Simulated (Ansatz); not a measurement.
# BGaH₄O: vertical ionisation energy

Aim: the vertical ionisation energy of BGaH₄O, as cation minus neutral at the neutral's geometry, on several levels, and how well −ε(HOMO) stands in for it.

Program: Ansatz 0.2.0, Gaussian basis. Level of theory: unrestricted cation, the program's frozen cores in correlated methods. These are calculated values, not measurements.

Levels to be run: UKS PBE-D4/def2-TZVPP; UKS r2SCAN-D4/def2-TZVPP; UKS PBE0-D4/def2-TZVPP; UKS B3LYP-D4/def2-TZVPP; UKS wB97X-V/def2-TZVPP; UKS wB97M-V/def2-TZVPP; UKS B2PLYP/def2-TZVPP; UHF-CCSD(T)/def2-TZVPP; UHF-MP2/def2-QZVPP; extrapolation to the limit; then −ε(HOMO) from the neutral's earlier runs with LDA (SPW92), PBE-D4, revPBE-D4, BLYP-D4, r2SCAN-D4, B97M-V, PBE0-D4, B3LYP-D4, r2SCANh-D4, r2SCAN0-D4, HSE06-D4, BHLYP-D4, CAM-B3LYP-D4, LC-ωPBE, ωB97X-V, ωB97M-V.

## 1. Structure used throughout

An earlier PBE0-D4 in a triple-zeta def2 set relaxation fixed the geometry.

SMILES `B[O][GaH2]`, 7 atoms, charge 0, spin multiplicity 1.

Atoms are counted from 1 here; the program's logs count them from 0.

Bond lengths: B1–O2 1.331 Å, B1–H4 1.208 Å, B1–H5 1.205 Å, O2–Ga3 1.788 Å, Ga3–H6 1.555 Å, Ga3–H7 1.555 Å. Angles: O2–B1–H4 120.8°, O2–B1–H5 118.8°, H4–B1–H5 120.4°, B1–O2–Ga3 149.5°, O2–Ga3–H6 114.4°, O2–Ga3–H7 114.4°, H6–Ga3–H7 131.1°.

## 2. Cation, UKS PBE-D4/def2-TZVPP

The input, in.yaml:

```yaml
crystal:
  periodic: [false, false, false]
  atoms:
    - {symbol: B, position_ang: [-1.124345, 0.110456, -0.970912]}
    - {symbol: O, position_ang: [-0.021343, 0.384361, -0.278027]}
    - {symbol: Ga, position_ang: [1.162236, -0.078716, 0.979488]}
    - {symbol: H, position_ang: [-1.742429, -0.908901, -0.772804]}
    - {symbol: H, position_ang: [-1.498472, 0.898475, -1.802533]}
    - {symbol: H, position_ang: [0.831910, 0.459530, 2.400664]}
    - {symbol: H, position_ang: [2.392435, -0.865204, 0.444123]}
basis:
  gaussian: {orbitals: def2-TZVPP}
total_charge: 1
magnetization: {spin_polarized: true, initial_magnetization: 1}
hamiltonian: {xc: pbe, dispersion: d4}
```

The run is started by

```sh
$ ansatz run in.yaml --threads 2 --pin off --events-out ev --progress --plain --max-ram 4352MiB
```

Further steps of the session: Cation, UKS r2SCAN-D4/def2-TZVPP; Cation, UKS PBE0-D4/def2-TZVPP; Cation, UKS B3LYP-D4/def2-TZVPP; Cation, UKS wB97X-V/def2-TZVPP; Cation, UKS wB97M-V/def2-TZVPP; Cation, UKS B2PLYP (frozen core)/def2-TZVPP; Cation, UHF-CCSD(T)/def2-TZVPP; Cation, UHF-MP2/def2-QZVPP.

Q: Predict the results of all the runs planned. Wanted: ionisation energy, CCSD(T)/CBS; nearest functional by difference; nearest −ε(HOMO); −ε(HOMO) of PBE; T1 of the cation.

**Answer**, as computed:

| quantity | value |
| --- | --- |
| ionisation energy, CCSD(T)/CBS | 10.46 eV |
| nearest functional by difference | ωB97X-V (-0.24 eV) |
| nearest −ε(HOMO) | LC-ωPBE (-0.01 eV) |
| −ε(HOMO) of PBE | 6.31 eV |
| T1 of the cation | 0.044 |

Energy differences with functionals land within 0.70 eV of the reference. −ε(HOMO) of PBE misses by 4.1 eV, since self-interaction lifts the level. Among orbital estimates LC-ωPBE comes nearest. Hartree-Fock falls 1.02 eV short, as the neutral has more correlation energy than the cation. The cation's T1 (from the report) is 0.044, near the customary mark of 0.045 for open shells, so the coupled-cluster value is less safe. Correlated methods include outer-core shells of Ga, which these sets cover unevenly. With outer-core shells in play the reference is unsure by up to some tenths of an eV, so close misses can't be ranked.
